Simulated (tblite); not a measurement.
# C5H9AlCl2O2: the cost of one run

Programs: PySCF 2.14.0 with density-fitted response routines of our own, and tblite 0.8.0. All values are computed, except where a source is named. Atoms count from 0 throughout.

### Step 1. The molecule as given

19 atoms, charge 0, multiplicity 1; geometry from: UFF geometry. This is the first candidate.

Bonds of the start (Å): Al8–Cl9 2.22, Al8–H17 1.59, Al8–H18 1.60, C0–C1 1.51, C0–H10 1.10, C0–H11 1.11, C0–H12 1.10, C1–C3 1.48, C1–O2 1.24, C3–C4 1.34, C3–H13 1.09, C4–Cl5 1.77, C4–O6 1.39, C7–H14 1.10, C7–H15 1.12, C7–H16 1.11, O6–Al8 1.88, O6–C7 1.43.

### Step 2. GFN2-xTB relaxation, isomer A, conformer 1

Job settings and geometry (Å):

```
{"job": {"xc": "GFN2-xTB", "basis": "xTB", "kind": "relax"}, "charge": 0, "multiplicity": 1}
C      3.191600    -0.113100    -1.470400
C      1.844800     0.570100    -1.447800
O      1.663100     1.564100    -2.172700
C      0.786100     0.031700    -0.569500
C     -0.441600     0.547500    -0.383600
Cl    -0.976100     2.021300    -1.211700
O     -1.346500    -0.085300     0.464100
C     -1.824400    -1.393900     0.158800
Al    -1.932300     0.831900     1.999100
Cl    -3.323600    -0.386900     3.229200
H      3.895800     0.463000    -2.096700
H      3.587200    -0.188000    -0.437900
H      3.068300    -1.128500    -1.884500
H      1.038800    -0.868000    -0.000300
H     -1.004800    -2.126100     0.208600
H     -2.628300    -1.726100     0.866500
H     -2.256200    -1.402000    -0.867800
H     -0.670200     1.219600     2.885900
H     -2.681600     2.178100     1.555200
```

Command:

```
OMP_NUM_THREADS=1 python ens_run.py task.json out
```

The driver reads the study from task.json and runs its stages one after another.

Q: Estimate the wall time of this first job on 1 thread of Arm Neoverse V1, shared host.

About 2.8 s.
